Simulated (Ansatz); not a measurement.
# C3H5ClSi: small, medium and large basis sets

How large a basis does C3H5ClSi need? Two functionals are run in growing sets.

Program: Ansatz 0.2.0, Gaussian basis. Level of theory: one geometry, several basis sets. These are calculated values, not measurements.

Plan: PBE0-D4/def2-SVP; ωB97M-V/def2-SVP; PBE0-D4/def2-QZVPP; ωB97M-V/def2-QZVPP; the functionals' def2-TZVPP values are taken from earlier runs.

## Step 1: The relaxed structure

All runs share one geometry, relaxed beforehand with PBE0-D4 in a triple-zeta def2 set.

10 atoms, charge 0, spin multiplicity 1.

Atoms are counted from 1 here; the program's logs count them from 0.

Bond lengths: Cl1–C2 1.708 Å, C2–C3 1.341 Å, C2–Si5 1.860 Å, C3–C4 1.517 Å, C3–H6 1.089 Å, C4–Si5 1.897 Å, C4–H7 1.093 Å, C4–H8 1.093 Å, Si5–H9 1.487 Å, Si5–H10 1.487 Å. Angles: Cl1–C2–C3 127.7°, Cl1–C2–Si5 140.3°, C3–C2–Si5 92.1°, C2–C3–C4 107.0°, C2–C3–H6 127.3°, C4–C3–H6 125.6°, C3–C4–Si5 85.4°, C3–C4–H7 113.9°, C3–C4–H8 113.9°, Si5–C4–H7 116.8°, Si5–C4–H8 116.8°, H7–C4–H8 108.7°, C2–Si5–C4 75.5°, C2–Si5–H9 117.3°, C2–Si5–H10 117.3°, C4–Si5–H9 117.6°, C4–Si5–H10 117.6°, H9–Si5–H10 108.8°.

## Step 2: PBE0-D4 in def2-SVP

File in.yaml:

```yaml
crystal:
  periodic: [false, false, false]
  atoms:
    - {symbol: Cl, position_ang: [-0.332847, 0.192729, 2.899146]}
    - {symbol: C, position_ang: [-0.134001, 0.079872, 1.206202]}
    - {symbol: C, position_ang: [0.043126, -1.029941, 0.474059]}
    - {symbol: C, position_ang: [0.167348, -0.592623, -0.972985]}
    - {symbol: Si, position_ang: [-0.058239, 1.166750, -0.300806]}
    - {symbol: H, position_ang: [0.090928, -2.056853, 0.832979]}
    - {symbol: H, position_ang: [1.134383, -0.826829, -1.424329]}
    - {symbol: H, position_ang: [-0.624043, -0.977214, -1.620686]}
    - {symbol: H, position_ang: [1.095172, 2.098699, -0.411360]}
    - {symbol: H, position_ang: [-1.298628, 1.894309, -0.679219]}
basis:
  gaussian: {orbitals: def2-SVP}
hamiltonian: {xc: pbe0, dispersion: d4}
output: {orbitals: {seedname: orbitals}}
```

Command:

```console
ansatz run in.yaml --threads 4 --pin off --events-out ev --progress --plain --max-ram 10444MiB
```

After this run come: ωB97M-V in def2-SVP; PBE0-D4 in def2-QZVPP; ωB97M-V in def2-QZVPP.

**Question.** What will the summary of the whole plan be? Wanted: PBE0-D4: double and triple zeta above quadruple; ωB97M-V: double and triple zeta above quadruple.

As calculated:

| quantity | value |
| --- | --- |
| PBE0-D4: double and triple zeta above quadruple | 11.40, 0.81 eV |
| ωB97M-V: double and triple zeta above quadruple | 11.48, 0.76 eV |

For PBE0-D4 the step from double to triple zeta gains 10.60 eV and the next only 0.81 eV. Total energies overstate the basis error of differences, where much of it tends to cancel. The LUMO of ωB97M-V is positive and keeps falling with the basis (1.98 to 1.21 eV): an unbound level that the basis holds in place.
